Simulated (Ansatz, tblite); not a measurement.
**GeClH3 (GeH₃Cl): charged states by level of theory**

The task here is to estimate one member of a computed series from the others.

Program: Ansatz 0.2.0, Gaussian basis. Level of theory: as each input shows. These are calculated values, not measurements.

Levels to be run: charge +1 doublet, at the geometry of the singlet (PBE0-D4/def2-TZVP, PBE-D4/def2-TZVP, r2SCAN-D4/def2-TZVP, CCSD(T)/def2-TZVPP); charge +1 doublet, relaxed (PBE0-D4/def2-TZVP, PBE-D4/def2-TZVP); the starting singlet's energies come from earlier runs.

## The structure

The geometry is that of the singlet, from an earlier relaxation (PBE-D4/def2-TZVP).

5 atoms, charge 0, spin multiplicity 1.

Atoms are counted from 1 here; the program's logs count them from 0.

Bond lengths: Ge1–Cl2 2.173 Å, Ge1–H3 1.543 Å, Ge1–H4 1.543 Å, Ge1–H5 1.543 Å. Angles: Cl2–Ge1–H3 107.1°, Cl2–Ge1–H4 107.1°, Cl2–Ge1–H5 107.1°, H3–Ge1–H4 111.7°, H3–Ge1–H5 111.7°, H4–Ge1–H5 111.7°.

Geometry (Å):

```xyz
5
ClGeH3
Ge   -0.0010    0.0016   -0.1618
Cl    0.0128   -0.0201    2.0112
H     1.4707    0.0110   -0.6259
H    -0.7454    1.2808   -0.5990
H    -0.7371   -1.2733   -0.6245
```

The first run:

in.yaml reads:

```yaml
crystal:
  periodic: [false, false, false]
  atoms:
    - {symbol: Ge, position_ang: [-0.001031, 0.001642, -0.161768]}
    - {symbol: Cl, position_ang: [0.012845, -0.020105, 2.011220]}
    - {symbol: H, position_ang: [1.470729, 0.011003, -0.625883]}
    - {symbol: H, position_ang: [-0.745405, 1.280797, -0.599016]}
    - {symbol: H, position_ang: [-0.737138, -1.273347, -0.624544]}
basis:
  gaussian: {orbitals: def2-TZVP}
total_charge: 1
magnetization: {spin_polarized: true, initial_magnetization: 1}
hamiltonian: {xc: pbe0, dispersion: d4}
output: {orbitals: {seedname: orbitals}}
```

Command:

```sh
$ ansatz run in.yaml --threads 4 --pin off --events-out ev --progress --plain --max-ram 3916MiB
```

Steps of the session up to this table: Charge +1 doublet at the fixed geometry, PBE0-D4/def2-TZVP; Charge +1 doublet at the fixed geometry, PBE-D4/def2-TZVP; Charge +1 doublet at the fixed geometry, r2SCAN-D4/def2-TZVP; Charge +1 doublet at the fixed geometry, CCSD(T)/def2-TZVPP.

One table of the session follows, with a row left open; its other results are not shown here.

| method | vertical ionisation energy (eV) |
| --- | --- |
| HF/def2-TZVPP | 10.47 |
| PBE-D4/def2-TZVP | ? |
| r2SCAN-D4/def2-TZVP | 11.07 |
| PBE0-D4/def2-TZVP | 11.19 |
| MP2/def2-TZVPP | 11.57 |
| CCSD/def2-TZVPP | 11.32 |
| CCSD(T)/def2-TZVPP | 11.35 |

Estimate the missing values for PBE-D4/def2-TZVP.

As computed: vertical ionisation energy (eV): 10.88. In the column «vertical ionisation energy (eV)» it lies between HF/def2-TZVPP (10.47) and r2SCAN-D4/def2-TZVP (11.07).
